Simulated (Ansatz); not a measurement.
**CBrSi− (SMILES [Si-]#CBr): single points off equilibrium**

One table from this session's results is given with a row withheld; the runs are named, their logs left out.

Computed with Ansatz 0.2.0, Gaussian basis. Level: single points in def2-TZVPPD.

Correlated methods freeze the cores. Filled d shells of the heavier atoms are correlated.

**The starting structure**

SMILES `[Si-]#CBr`, 3 atoms, charge -1, spin multiplicity 1.

Atoms are counted from 1 here; the program's logs count them from 0.

Bond lengths: Si1–C2 1.748 Å, C2–Br3 2.129 Å. Angles: Si1–C2–Br3 177.8°.

As a file:

| atom | x (Å) | y (Å) | z (Å) |
| --- | --- | --- | --- |
| Si1 | 1.3490 | 0.9513 | 0.8626 |
| C2 | 0.0918 | 0.0409 | 0.0582 |
| Br3 | -1.4740 | -0.9967 | -0.9450 |

The first run:

run/in.yaml reads:

```yaml
crystal:
  periodic: [false, false, false]
  atoms:
    - {symbol: Si, position_ang: [1.349000, 0.951300, 0.862600]}
    - {symbol: C, position_ang: [0.091800, 0.040900, 0.058200]}
    - {symbol: Br, position_ang: [-1.474000, -0.996700, -0.945000]}
basis:
  gaussian: {orbitals: "def2-TZVPPD.json"}
total_charge: -1
correlation: {method: ccsd_t}
output: {forces: true}
```

The basis file named in the input lies beside it (Basis Set Exchange, JSON).

No record of the launch command was kept for these runs.

Among the steps run: CCSD(T)/def2-TZVPPD; PBE0-D4/def2-TZVPPD; wB97M-V/def2-TZVPPD; r2SCAN-D4/def2-TZVPPD; PBE-D4/def2-TZVPPD; revPBE-D4/def2-TZVPPD; r2SCANh-D4/def2-TZVPPD.

One table of the session follows, with a row left open; its other results are not shown here.

| method | RMS force component (eV/Å) | angle to CCSD(T) forces (°) |
| --- | --- | --- |
| CCSD(T) | 1.094 | reference |
| PBE0-D4 | 1.433 | 10.8 |
| wB97M-V | 1.553 | 16.3 |
| r2SCAN-D4 | 1.285 | 11.6 |
| PBE-D4 | 1.126 | 7.0 |
| revPBE-D4 | ? | ? |
| r2SCANh-D4 | 1.378 | 12.3 |

Q: Estimate the row for revPBE-D4 from the others.

**Answer.** RMS force component (eV/Å): 1.074; angle to CCSD(T) forces (°): 6.6. In the column «RMS force component (eV/Å)» it is the lowest.
